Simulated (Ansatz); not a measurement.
# CF3NSi: the cost of one run

Program: Ansatz 0.2.0. Level of theory: RHF/def2-SVPD. These are calculated values, not measurements.

1 further run of the same task is left out (set aside as unsound or not needed).

## (1) Starting geometry

SMILES `N#C[Si](F)(F)F`, 6 atoms, charge 0, spin multiplicity 1.

Atoms are counted from 1 here; the program's logs count them from 0.

Bond lengths: N1–C2 1.170 Å, C2–Si3 1.832 Å, Si3–F4 1.614 Å, Si3–F5 1.614 Å, Si3–F6 1.614 Å. Angles: N1–C2–Si3 179.8°, C2–Si3–F4 109.6°, C2–Si3–F5 109.6°, C2–Si3–F6 109.6°, F4–Si3–F5 109.3°, F4–Si3–F6 109.3°, F5–Si3–F6 109.3°.

Geometry (Å):

```mol
CF3NSi
  3D, bonds by distance, orders not assigned

  6  5  0  0  0  0  0  0  0  0999 V2000
    2.1793   -0.7270    0.9163 N   0  0
    1.1494   -0.3846    0.4788 C   0  0
   -0.4640    0.1447   -0.2081 Si  0  0
   -1.3401   -1.1546   -0.5937 F   0  0
   -0.2228    1.0385   -1.5300 F   0  0
   -1.2598    1.0189    0.8906 F   0  0
  1  2  8  0
  2  3  8  0
  3  4  8  0
  3  5  8  0
  3  6  8  0
M  END
```

## (2) Relaxation

File input.yaml:

```yaml
crystal:
  periodic: [false, false, false]
  atoms:
    - { symbol: "N", position_ang: [2.179306, -0.727047, 0.916266] }
    - { symbol: C, position_ang: [1.14942, -0.384577, 0.478784] }
    - { symbol: Si, position_ang: [-0.464028, 0.14465, -0.20805] }
    - { symbol: F, position_ang: [-1.340064, -1.154581, -0.593723] }
    - { symbol: F, position_ang: [-0.222812, 1.038517, -1.530019] }
    - { symbol: F, position_ang: [-1.259822, 1.018938, 0.890643] }
basis:
  gaussian: { orbitals: def2-SVPD }
hamiltonian:
  xc: hf
output:
  forces: true
relax:
  f_tol: 0.003
  max_steps: 120
```

Launch:

```bash
ansatz run input.yaml --threads 1 --pin off --max-ram 2560MiB --backend cpu --events-out ev --progress --plain --runs-dir out
```

What time and memory should one allow on 1 thread of Arm Neoverse V2, shared host?

About 22 s, with a peak of 0.3 GiB.
